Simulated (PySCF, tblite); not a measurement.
# C₄H₇BN₂: geometry, infrared bands and NMR shifts

What infrared bands and NMR shifts should C₄H₇BN₂ (`C#C[C@@H]1CNBN1`) show?

Programs: tblite 0.8.0 and PySCF 2.14.0, with density-fitted response routines of our own. Each step states its level of theory. These are calculated values for one molecule in the gas phase, unless marked as measured. Atoms are numbered from 0 throughout.

### Step 1. Starting geometry

14 atoms, charge 0, multiplicity 1; geometry from: force field or distance geometry start.

Bonds of the start (Å): C0–C1 1.21, C1–C2 1.42, C2–C3 1.50, C3–N4 1.47, N4–B5 1.55, B5–N6 1.55, N6–C2 1.48, C0–H7 1.06, C2–H8 1.11, C3–H9 1.11, C3–H10 1.11, N4–H11 1.04, B5–H12 1.21, N6–H13 1.03.

### Step 2. Relaxing the molecule with GFN2-xTB

The job: settings as JSON, then the geometry in Å.

```
{"job": {"kind": "relax", "xc": "GFN2-xTB", "basis": "xTB"}, "charge": 0, "multiplicity": 1}
C      2.686500    -1.184100    -0.483100
C      1.656700    -0.606600    -0.226300
C      0.456000     0.071700     0.127700
C     -0.704100    -0.799400     0.494000
N     -1.736700     0.219400     0.713300
B     -1.351200     1.369200    -0.248300
N     -0.153800     0.770300    -1.026300
H      3.599500    -1.680700    -0.711300
H      0.586600     0.834100     0.927100
H     -0.540500    -1.424000     1.400200
H     -1.076500    -1.419700    -0.354100
H     -2.690200    -0.128500     0.501000
H     -1.219100     2.471000     0.228400
H      0.486000     1.506900    -1.364500
```

Started as:

```sh
> OMP_NUM_THREADS=1 python probes_run.py task.json out
```

One launch serves the whole session: the jobs run in the order shown.

**Question.** This job is followed by: GFN2-xTB harmonic vibrations, gas phase; GIAO PBE0/pcSseg-1 NMR shielding, non-relativistic, gas phase. Predict these results of the whole session: strongest single infrared mode (GFN2-xTB); zero-point energy (GFN2-xTB); 13C shifts against TMS (PBE0/pcSseg-1); 1H shifts against TMS (PBE0/pcSseg-1); 15N shifts against NH3 (PBE0/pcSseg-1); 11B shifts against BF3·OEt2 (PBE0/pcSseg-1).

The runs gave:

| quantity | value |
| --- | --- |
| strongest single infrared mode (GFN2-xTB) | 2687 cm⁻¹, 202 km/mol |
| zero-point energy (GFN2-xTB) | 67.9 kcal/mol |
| 13C shifts against TMS (PBE0/pcSseg-1) | 93.3, 77.0, 56.8, 48.7 ppm |
| 1H shifts against TMS (PBE0/pcSseg-1) | 4.64, 4.06, 4.03, 3.85, 2.69, 2.33, 1.81 ppm |
| 15N shifts against NH3 (PBE0/pcSseg-1) | 96.6, 81.5 ppm |
| 11B shifts against BF3·OEt2 (PBE0/pcSseg-1) | 22.5 ppm |

Over 86 steps the energy fell by 2.115 eV; of the close pairs, N4–B5 changed most, 1.548 to 1.401 Å. No mode is imaginary among the 36: a minimum at this level. The strongest single mode, at 2687 cm⁻¹, moves mainly H12. GFN2-xTB is a fitted tight-binding method: band positions and strengths are rough. Its intensities can rank the bands wrongly. H8 (hydrogen on a propargylic sp3 CH bonded to N) lies farthest downfield among hydrogen, at 4.64 ppm; its carbon carries N, an electronegative neighbour. At PBE0/pcSseg-1: The widest tensor belongs to C1: span 315 ppm, with a paramagnetic part of -170 ppm.
